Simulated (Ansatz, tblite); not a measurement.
**The cluster Rb4Br3: one state, many levels**

The task here is to estimate one member of a computed series from the others.

Program: Ansatz 0.2.0, Gaussian basis. Level of theory: as each input shows. These are calculated values, not measurements.

Levels to be run: GFN1-xTB, GFN2-xTB, PBE-D4/def2-TZVP, r2SCAN-D4/def2-TZVP, BHLYP-D4/def2-TZVP, B2PLYP/def2-TZVP, PBE-D4/def2-SVP, PBE0-D4/def2-SVP, MP2/def2-TZVP, RPA/def2-TZVP.

10 further runs of the same task are left out: 4 that didn't finish, 6 set aside as unsound or not needed. Runs told in other sessions of the task aren't counted.

## The relaxed structure

The geometry is that of the doublet, from an earlier relaxation (PBE-D4/def2-SVP). At that level it is the lowest of the isomers that a small search found.

7 atoms, charge 0, spin multiplicity 2.

Bond lengths: Rb1–Br5 3.323 Å, Rb1–Br7 3.322 Å, Rb2–Br6 3.321 Å, Rb2–Br7 3.319 Å, Rb3–Br5 3.330 Å, Rb3–Br6 3.333 Å, Rb3–Br7 3.332 Å, Rb4–Br5 3.322 Å, Rb4–Br6 3.320 Å. Angles: Br5–Rb1–Br7 91.5°, Br6–Rb2–Br7 91.5°, Br5–Rb3–Br6 91.2°, Br5–Rb3–Br7 91.2°, Br6–Rb3–Br7 91.1°, Br5–Rb4–Br6 91.5°, Rb1–Br5–Rb3 88.7°, Rb1–Br5–Rb4 91.0°, Rb3–Br5–Rb4 88.7°, Rb2–Br6–Rb3 88.7°, Rb2–Br6–Rb4 91.1°, Rb3–Br6–Rb4 88.6°, Rb1–Br7–Rb2 91.2°, Rb1–Br7–Rb3 88.7°, Rb2–Br7–Rb3 88.7°.

Rb takes a core potential in the def2 sets. No spin-orbit coupling is included.

PBE0-D4/def2-TZVP was run before; its log isn't repeated, and its numbers join the tables.

Set-up of the first run:

Tight binding, by tblite at 300 K electronic temperature and without a spin-polarisation term:

```python
tblite.interface.Calculator('GFN1-xTB', numbers, positions, charge=0, uhf=1).singlepoint()
```

Tight binding, by tblite at 300 K electronic temperature and without a spin-polarisation term:

```python
tblite.interface.Calculator('GFN2-xTB', numbers, positions, charge=0, uhf=1).singlepoint()
```

start.molden holds the orbitals of an earlier run on this state, given as this run's starting guess.

in.yaml reads:

```yaml
crystal:
  periodic: [false, false, false]
  atoms:
    - {symbol: Rb, position_ang: [-1.780613, 0.566343, -2.408693]}
    - {symbol: Rb, position_ang: [2.788697, 0.477899, -1.136142]}
    - {symbol: Rb, position_ang: [-0.541044, 1.201227, 2.027821]}
    - {symbol: Rb, position_ang: [-0.109468, -3.039468, 0.173190]}
    - {symbol: Br, position_ang: [-2.617136, -0.879727, 0.463816]}
    - {symbol: Br, position_ang: [1.967369, -0.973338, 1.736173]}
    - {symbol: Br, position_ang: [0.292195, 2.647055, -0.856154]}
basis:
  gaussian: {orbitals: def2-TZVP, initial_orbitals: start.molden}
magnetization: {spin_polarized: true, initial_magnetization: 1}
hamiltonian: {xc: pbe, dispersion: d4}
scf: {omitted_lower_state_checks: [starts]}
output: {forces: true, orbitals: {seedname: orbitals}}
```

The run is started by

```console
> ansatz run in.yaml --threads 4 --pin off --events-out ev --progress --plain --max-ram 4787MiB
```

Steps of the session up to this table: PBE-D4/def2-TZVP; r2SCAN-D4/def2-TZVP; BHLYP-D4/def2-TZVP; B2PLYP/def2-TZVP; PBE-D4/def2-SVP; PBE0-D4/def2-SVP; MP2/def2-TZVP; RPA/def2-TZVP.

One table of the session follows, with a row left open; its other results are not shown here.

It belongs to the step «Binding energy». 

| level | binding an atom (eV) |
| --- | --- |
| HF/def2-TZVP | 1.775 |
| PBE-D4/def2-SVP | 2.247 |
| PBE-D4/def2-TZVP | 2.207 |
| r2SCAN-D4/def2-TZVP | 2.282 |
| PBE0-D4/def2-SVP | 2.260 |
| PBE0-D4/def2-TZVP | 2.224 |
| BHLYP-D4/def2-TZVP | 2.214 |
| B2PLYP/def2-TZVP | 2.160 |
| RPA/def2-TZVP | ? |
| MP2/def2-TZVP | 2.247 |

Q: Estimate the row for RPA/def2-TZVP from the others.

The run gave: binding an atom (eV): 1.991. In the column «binding an atom (eV)» it lies between HF/def2-TZVP (1.775) and B2PLYP/def2-TZVP (2.160).

Limits of these values: Free atoms were run apart at each level; binding is atoms less cluster, divided by the number of atoms, without zero-point or spin-orbit terms.
